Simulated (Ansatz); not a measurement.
# SiNi: the cost of one run

Program: Ansatz 0.2.0. Level of theory: DFT LDA, scalar-relativistic, plane waves, PAW. These are calculated values, not measurements.

## Step 1: The system as given

The structure is orthorhombic, space group Pnma (No. 62). The conventional cell has a = 5.173 Å, b = 3.338 Å, c = 5.605 Å, α = 90.00°, β = 90.00°, γ = 90.00°. Si (site symmetry m) has 6 Ni at 2.28 to 2.40 Å as nearest neighbours. Around Ni (site symmetry m) lie 6 Si at 2.28 to 2.40 Å.

As a file:

```
CELL_PARAMETERS angstrom
5.17310 0.00000 0.00000
0.00000 3.33810 0.00000
0.00000 0.00000 5.60490
ATOMIC_POSITIONS crystal
Si 0.32128 0.75000 0.08250
Si 0.17872 0.25000 0.58250
Si 0.82128 0.75000 0.41750
Si 0.67872 0.25000 0.91750
Ni 0.00779 0.25000 0.18752
Ni 0.49221 0.75000 0.68752
Ni 0.50779 0.25000 0.31248
Ni 0.99221 0.75000 0.81248
```

The structure rests on an entry of the Crystallography Open Database; cell or positions may have been set otherwise for this series.

## Step 2: Relaxing cell and atoms: SiNi, no spin

The input, input.yaml:

```yaml
crystal:
  lattice:
    - [5.1731, 0.0, 0.0]
    - [0.0, 3.3381, 0.0]
    - [0.0, 0.0, 5.6049]
  atoms:
    - { symbol: Si, position: [0.32128, 0.75, 0.0825] }
    - { symbol: Si, position: [0.17872, 0.25, 0.5825] }
    - { symbol: Si, position: [0.82128, 0.75, 0.4175] }
    - { symbol: Si, position: [0.67872, 0.25, 0.9175] }
    - { symbol: Ni, position: [0.00779, 0.25, 0.18752] }
    - { symbol: Ni, position: [0.49221, 0.75, 0.68752] }
    - { symbol: Ni, position: [0.50779, 0.25, 0.31248] }
    - { symbol: Ni, position: [0.99221, 0.75, 0.81248] }
scf:
  occupations: { method: gaussian, width: 0.05 }
output:
  forces: true
  stress: true
hamiltonian:
  xc: lda
kpoints:
  mp_grid: { grid: [6, 9, 6] }
relax:
  f_tol: 0.002
  cell: { stress_tol: 0.02 }
```

The run is started by

```console
ansatz run input.yaml --threads 4 --pin off --max-ram 12288MiB --backend cpu --events-out ev --progress --plain --runs-dir out
```

**Question.** How long does this run take on 4 threads of Arm Neoverse N1, shared host, and how much memory does it need?

About 99 s, with a peak of 0.62 GiB.
